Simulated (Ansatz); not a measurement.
**GeNH4O (SMILES [NH][GeH2][OH]): UB3LYP/6-31G(d) (spherical functions)**

Aim: the electronic atomisation energy of GeNH4O at UB3LYP/6-31G* (spherical functions), from 5 runs. 

Program for the calculation: Ansatz 0.2.0.

66 further runs of the same task are left out: 66 set aside as unsound or not needed.

## 1. The system as given

GeNH4O has 7 atoms, charge 0, and is taken as a doublet. As SMILES, `[NH][GeH2][OH]`. Geometry: relaxed at PBE0-D4/def2-TZVP. This is one conformer, not always the lowest.

Bond lengths: N1–Ge2 1.860 Å, Ge2–O3 1.772 Å, N1–H4 1.025 Å, Ge2–H5 1.544 Å, Ge2–H6 1.536 Å, O3–H7 0.961 Å. Angles: N1–Ge2–O3 106.5°, N1–Ge2–H5 107.6°, N1–Ge2–H6 113.8°, O3–Ge2–H5 110.8°, O3–Ge2–H6 105.4°, Ge2–N1–H4 110.2°, Ge2–O3–H7 111.8°, H5–Ge2–H6 112.6°.

## 2. The energy at UB3LYP/6-31G(d) (spherical functions)

Input file in.yaml:

```yaml
crystal:
  periodic: [false, false, false]
  atoms:
    - {symbol: "N", position_ang: [-1.180000, -0.629600, -0.704300]}
    - {symbol: Ge, position_ang: [0.091800, 0.357900, 0.227300]}
    - {symbol: O, position_ang: [1.488100, -0.708500, 0.454200]}
    - {symbol: H, position_ang: [-2.073700, -0.127300, -0.724700]}
    - {symbol: H, position_ang: [0.468500, 1.575300, -0.644200]}
    - {symbol: H, position_ang: [-0.348300, 0.758200, 1.642900]}
    - {symbol: H, position_ang: [1.614800, -1.294000, -0.296700]}
basis:
  gaussian:
    orbitals: 6-31G_st_-spherical.json
accuracy: high
output: {orbitals: {seedname: orbitals}}
magnetization:
  spin_polarized: true
  initial_magnetization: 1
hamiltonian:
  xc: {name: B3LYP}
```

The basis set 6-31G* is read from a file made from the Basis Set Exchange's data (not shown).

Run with:

```bash
$ ansatz run in.yaml --threads 1 --pin off --max-ram 3480MiB --events-out events.jsonl --progress --plain --runs-dir runs
```

Standard output:

```text
Warning: RAYON_NUM_THREADS=1 ignored (pool sized by the plan → 1); use --threads N
Functional definition: B3LYP
  name "B3LYP"
  parameter a0 = 0.2
  parameter ax = 0.72
  parameter ac = 0.81
  exchange = (1 - a0 - ax)*slater_x + ax*b88_x + a0*exact_x
  correlation = (1 - ac)*vwn_rpa_c + ac*lyp_c
1483 factors; integrals over basis functions are off by at most 4.8e-9 eV
mean field evaluation 1: about -60102.9958 eV, gradient 4.8e1 eV
mean field evaluation 2: about -60079.5133 eV, gradient 8.6e1 eV
mean field evaluation 4: about -60111.8290 eV, gradient 4.6e0 eV
mean field evaluation 8: about -60112.0353 eV, gradient 2.6e-1 eV
mean field evaluation 16: about -60112.0358 eV, gradient 9.3e-5 eV
mean field evaluation 32: about -60112.0358 eV, gradient 1.7e-8 eV
mean field -60112.03577558 eV, -2209.0765693513 hartree, gradient 1.7e-8 eV, S^2 0.753555; 2 other end points of the search recorded, 0 dependent functions left out
reference -60112.03581355 eV, -2209.0765707468 hartree; 26, 25 occupied and 42, 43 virtual orbitals, 1483 factors
Total energy: -60112.03581355 eV, -2209.0765707468 hartree
```

Wall time 12 s (1 thread of Arm Neoverse V1, shared host); peak memory 0.3 GiB.

## 3. The Ge atom at the same level

Input file job.yaml:

```yaml
crystal:
  periodic: [false, false, false]
  atoms:
    - {symbol: Ge, position_ang: [0.000000, 0.000000, 0.000000]}
basis:
  gaussian: {orbitals: 6-31G_st_-spherical.json}
hamiltonian: {xc: {name: B3LYP}}
magnetization: {spin_polarized: true, initial_magnetization: 2}
accuracy: high
```

The basis set 6-31G* is read from a file made from the Basis Set Exchange's data (not shown).

Run the same way, it converges to -2076.68559 Eh (log not shown).

## 4. The H atom

Input file run.yaml:

```yaml
crystal:
  periodic: [false, false, false]
  atoms:
    - {symbol: H, position_ang: [0.000000, 0.000000, 0.000000]}
basis:
  gaussian:
    orbitals: "6-31G*"
magnetization:
  spin_polarized: true
  initial_magnetization: 1
hamiltonian:
  xc: {name: B3LYP}
accuracy: high
```

Run the same way, it converges to -0.50027 Eh (log not shown).

## 5. The N atom

Input file molecule.yaml:

```yaml
crystal:
  periodic: [false, false, false]
  atoms:
    - symbol: "N"
      position_ang: [0.000000, 0.000000, 0.000000]
basis:
  gaussian:
    orbitals: 6-31G_st_-spherical.json
magnetization:
  spin_polarized: true
  initial_magnetization: 3
accuracy: high
hamiltonian:
  xc: {name: B3LYP}
```

The basis set 6-31G* is read from a file made from the Basis Set Exchange's data (not shown).

Run the same way, it converges to -54.58288 Eh (log not shown).

## 6. The O atom

Input file input.yaml:

```yaml
crystal:
  periodic: [false, false, false]
  atoms:
    - {symbol: O, position_ang: [0.000000, 0.000000, 0.000000]}
basis:
  gaussian: {orbitals: 6-31G_st_-spherical.json}
hamiltonian: {xc: {name: B3LYP}}
accuracy: high
total_charge: 0
magnetization: {spin_polarized: true, initial_magnetization: 2}
```

The basis set 6-31G* is read from a file made from the Basis Set Exchange's data (not shown).

Run the same way, it converges to -75.05940 Eh (log not shown).

## 7. Summary of results

At UB3LYP/6-31G* (spherical functions):

| quantity | value |
| --- | --- |
| molecule: total energy | -2209.07657 Eh |
| molecule: HOMO energy (highest over α and β) | -7.50 eV |
| molecule: LUMO energy (lowest over α and β) | -3.32 eV |
| molecule: ⟨S²⟩ | 0.754 |
| Ge atom: total energy | -2076.68559 Eh |
| Ge atom: ⟨S²⟩ | 2.002 |
| H atom: total energy | -0.50027 Eh |
| H atom: ⟨S²⟩ | 0.750 |
| N atom: total energy | -54.58288 Eh |
| N atom: ⟨S²⟩ | 3.752 |
| O atom: total energy | -75.05940 Eh |
| O atom: ⟨S²⟩ | 2.002 |
| electronic atomisation energy | 20.344 eV |

In words: Taking the molecule apart into free atoms costs 20.34 eV (1963 kJ/mol), before zero-point energy and without spin-orbit coupling.
